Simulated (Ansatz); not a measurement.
# Pb2O: the cost of one run

Program: Ansatz 0.2.0. Level of theory: DFT PBE, scalar-relativistic, plane waves, PAW. These are calculated values, not measurements.

### 1 The system as given

It takes space group Pn-3m (No. 224, cubic). Conventional cell: a = 5.380 Å, b = 5.380 Å, c = 5.380 Å, α = 90.00°, β = 90.00°, γ = 90.00°. Pb (site symmetry -3m) is surrounded by 2 O at 2.33 Å. O (site symmetry -43m) is surrounded by 4 Pb at 2.33 Å.

Coordinates:

```cif
data_structure
_symmetry_space_group_name_H-M 'P 1'
_symmetry_Int_Tables_number 1
_cell_length_a 5.3800
_cell_length_b 5.3800
_cell_length_c 5.3800
_cell_angle_alpha 90.000
_cell_angle_beta 90.000
_cell_angle_gamma 90.000
_cell_volume 155.72
loop_
_atom_site_label
_atom_site_type_symbol
_atom_site_fract_x
_atom_site_fract_y
_atom_site_fract_z
_atom_site_occupancy
Pb1 Pb 0.25000 0.25000 0.25000 1
Pb2 Pb 0.75000 0.75000 0.25000 1
Pb3 Pb 0.25000 0.75000 0.75000 1
Pb4 Pb 0.75000 0.25000 0.75000 1
O1 O 0.00000 0.00000 0.00000 1
O2 O 0.50000 0.50000 0.50000 1
```

Source of the structure: the Crystallography Open Database.

(A quick probe on a coarse mesh, which set the mesh and smearing, is not shown.)

### 3 Full relaxation

input.yaml reads:

```yaml
crystal:
  lattice:
    - [5.38, 0.0, 0.0]
    - [0.0, 5.38, 0.0]
    - [0.0, 0.0, 5.38]
  atoms:
    - { symbol: Pb, position: [0.25, 0.25, 0.25] }
    - { symbol: Pb, position: [0.75, 0.75, 0.25] }
    - { symbol: Pb, position: [0.25, 0.75, 0.75] }
    - { symbol: Pb, position: [0.75, 0.25, 0.75] }
    - { symbol: O, position: [0.0, 0.0, 0.0] }
    - { symbol: O, position: [0.5, 0.5, 0.5] }
basis:
  ecutwfc: 420
kpoints:
  mp_grid: { grid: [8, 8, 8] }
hamiltonian:
  xc: pbe
scf:
  occupations: { method: gaussian, width: 0.1 }
output:
  forces: true
  stress: true
  eigenvalues: true
  write_density: true
  write_potential: true
  elf: true
  volumetric_format: npy
relax:
  adjacent_minimum: "off"
  f_tol: 0.005
  max_steps: 80
  cell: { stress_tol: 0.05 }
```

Command:

```bash
$ ansatz run input.yaml --threads 1 --pin off --max-ram 2560MiB --backend cpu --events-out ev --progress --plain --runs-dir out
```

Q: Estimate wall time and peak memory on 1 thread of Arm Neoverse V1, shared host.

About 2.3 min, with a peak of 0.49 GiB.
